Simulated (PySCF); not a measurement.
**The bond of GeH−, level by level**

What are the lowest state that PBE0 finds, the bond length, vibrational wavenumber and bond energy of GeH−, and how much do these hang on the method?

Method: Ge aug-cc-pVDZ-PP with ECP10, H aug-cc-pVDZ, scalar-relativistic core potentials; program: PySCF 2.14.0.

3 further runs of the same task are left out: 3 set aside as unsound or not needed.

**1. Set-up**

The job is set up so:

```
atoms                         : Ge, H
charge                        : -1
basis                         : Ge aug-cc-pVDZ-PP with ECP10, H aug-cc-pVDZ
Hamiltonian                   : scalar-relativistic core potentials
basis functions               : 41
electrons treated             : 24
masses in u                   : 73.9212, 1.0078
levels                        : PBE0, PBE, r²SCAN, M06, LDA, PBEsol, LC-ωPBE, HF, MP2, SCS-MP2, CCSD, CCSD(T)
grid                          : 80 radial by 434 angular points
occupations                   : held fixed by the projection of orbital angular momentum
dissociation limit            : Ge− + H, each in its ground configuration
starting distance in angstrom : 1.580
values of 2S to try           : 0, 2, 4
```

The run is started by

```bash
$ OMP_NUM_THREADS=1 python dia.py task.json out
```

After this run come: The PBE0 curve of the state that the search chose; PBE (GGA); r²SCAN (meta-GGA); M06; LDA (local density); PBEsol; LC-ωPBE; UHF; Correlated methods on the Hartree–Fock reference.

**Question.** What will these runs give? Wanted: for each run, Re; ωe; De; μ.

The runs gave:

Lowest PBE0 solution found, without spin–orbit coupling: ³Σ⁻ (triplet), unpaired electrons π ↑↑.

```tsv
level	Re (Å)	ωe (cm⁻¹)	De (eV)	μ (D)
UHF	1.622	1751	1.81	-0.50
UHF-MP2	1.623	1736	2.44	n/a
UHF-SCS-MP2	1.630	1707	2.57	n/a
UHF-CCSD	1.634	1675	2.60	n/a
UHF-CCSD(T)	1.637	1663	2.63	n/a
LDA	1.642	1661	3.14	-0.81
PBE	1.656	1617	2.73	-0.86
PBEsol	1.650	1640	2.85	-0.82
r²SCAN	1.630	1698	2.78	-0.70
PBE0	1.637	1689	2.70	-0.72
M06	1.647	1639	2.87	-0.88
LC-ωPBE	1.621	1756	2.69	-0.58
```

De is counted to Ge− + H in their ground configurations. A positive dipole points from Ge to H; in an ion it is taken about the centre of mass and does not tell which atom is negative.

Differences from CCSD(T) in the same basis:

```tsv
level	Re (mÅ)	ωe (%)
UHF	-15	+5.3
UHF-MP2	-14	+4.4
UHF-SCS-MP2	-7	+2.7
UHF-CCSD	-2	+0.7
LDA	+5	-0.1
PBE	+19	-2.8
PBEsol	+13	-1.4
r²SCAN	-6	+2.1
PBE0	0	+1.6
M06	+10	-1.4
LC-ωPBE	-16	+5.6
```

**Reading.** Against CCSD(T) in the same basis, the bond length is nearest at PBE0 (0 mÅ) and farthest at PBE (+19 mÅ); the wavenumber is nearest at LDA (-0.1 %) and farthest at LC-ωPBE (+5.6 %). Hartree–Fock makes the bond too short and too stiff against this reference, as it mostly does. PBE gives a bond that is too long and too soft, as GGAs tend to. CCSD(T) in a basis this small is itself some way from its limit, more so than the functionals. Among the levels with a De in the table, it runs from 1.81 eV (UHF) to 3.14 eV (LDA).

Correlated steps freeze 4 core orbitals. With some functionals the highest level of the anion is positive, from self-interaction error or because the anion is truly unbound there; the finite basis then holds the extra electron, and no neutral molecule was run to test the binding.
